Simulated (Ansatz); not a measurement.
# CH3BClNOTe: how energies converge with the basis set

How large a basis does CH3BClNOTe need? Two functionals are run in growing sets.

Computed with Ansatz 0.2.0, Gaussian basis. Level: one geometry, several basis sets.

The runs, in order: PBE0-D4/def2-SVP; ωB97M-V/def2-SVP; PBE0-D4/def2-QZVPP; ωB97M-V/def2-QZVPP; the functionals' def2-TZVPP values are taken from earlier runs.

## 1. Structure used throughout

The geometry comes from an earlier relaxation with PBE0-D4/def2-TZVP; it is a stationary point, not always the lowest conformer. Te takes the def2 core potential; no spin-orbit term is included.

SMILES `OC1([TeH])NB1Cl`, 9 atoms, charge 0, spin multiplicity 1.

Atoms are counted from 1 here; the program's logs count them from 0.

Bond lengths: O1–C2 1.396 Å, O1–H7 0.962 Å, C2–Te3 2.166 Å, C2–N4 1.433 Å, C2–B5 1.551 Å, Te3–H8 1.661 Å, N4–B5 1.351 Å, N4–H9 1.007 Å, B5–Cl6 1.718 Å. Angles: C2–O1–H7 108.0°, O1–C2–Te3 112.6°, O1–C2–N4 112.8°, O1–C2–B5 122.1°, Te3–C2–N4 119.6°, Te3–C2–B5 122.4°, N4–C2–B5 53.6°, C2–Te3–H8 93.2°, C2–N4–B5 67.6°, C2–N4–H9 134.3°, B5–N4–H9 158.0°, C2–B5–N4 58.7°, C2–B5–Cl6 155.9°, N4–B5–Cl6 145.3°.

Coordinates:

```
O    -0.2179   -1.2818    0.8197
C    -0.1085   -0.1810   -0.0310
Te    0.8486   -0.6750   -1.9097
N     0.2636    1.0195    0.6584
B    -0.9842    1.0872    0.1463
Cl   -2.3997    2.0499   -0.0034
H    -0.5627   -2.0196    0.3074
H     2.1656   -1.3613   -1.1661
H     1.0836    1.3159    1.1613
```

## 2. PBE0-D4 in def2-SVP

in.yaml reads:

```yaml
crystal:
  periodic: [false, false, false]
  atoms:
    - {symbol: O, position_ang: [-0.217935, -1.281768, 0.819727]}
    - {symbol: C, position_ang: [-0.108505, -0.180951, -0.031032]}
    - {symbol: Te, position_ang: [0.848615, -0.675005, -1.909728]}
    - {symbol: N, position_ang: [0.263625, 1.019461, 0.658439]}
    - {symbol: B, position_ang: [-0.984180, 1.087185, 0.146271]}
    - {symbol: Cl, position_ang: [-2.399731, 2.049850, -0.003438]}
    - {symbol: H, position_ang: [-0.562683, -2.019636, 0.307394]}
    - {symbol: H, position_ang: [2.165648, -1.361343, -1.166075]}
    - {symbol: H, position_ang: [1.083649, 1.315907, 1.161342]}
basis:
  gaussian: {orbitals: def2-SVP}
hamiltonian: {xc: pbe0, dispersion: d4}
output: {orbitals: {seedname: orbitals}}
```

On the command line:

```
> ansatz run in.yaml --threads 4 --pin off --events-out ev --progress --plain --max-ram 10444MiB
```

Further steps of the session: ωB97M-V in def2-SVP; PBE0-D4 in def2-QZVPP; ωB97M-V in def2-QZVPP.

Before running them: what should the planned runs give, taken together? Wanted: PBE0-D4: double and triple zeta above quadruple; ωB97M-V: double and triple zeta above quadruple.

**Answer**, as computed:

```
                                       quantity           value
PBE0-D4: double and triple zeta above quadruple  11.30, 0.71 eV
ωB97M-V: double and triple zeta above quadruple  11.38, 0.67 eV
```

**Reading.** PBE0-D4 gains 10.59 eV from double to triple zeta, then 0.71 eV more. Total energies overstate the basis error of differences, where much of it tends to cancel. The LUMO of ωB97M-V is positive and keeps falling with the basis (1.44 to 0.88 eV): an unbound level that the basis holds in place.
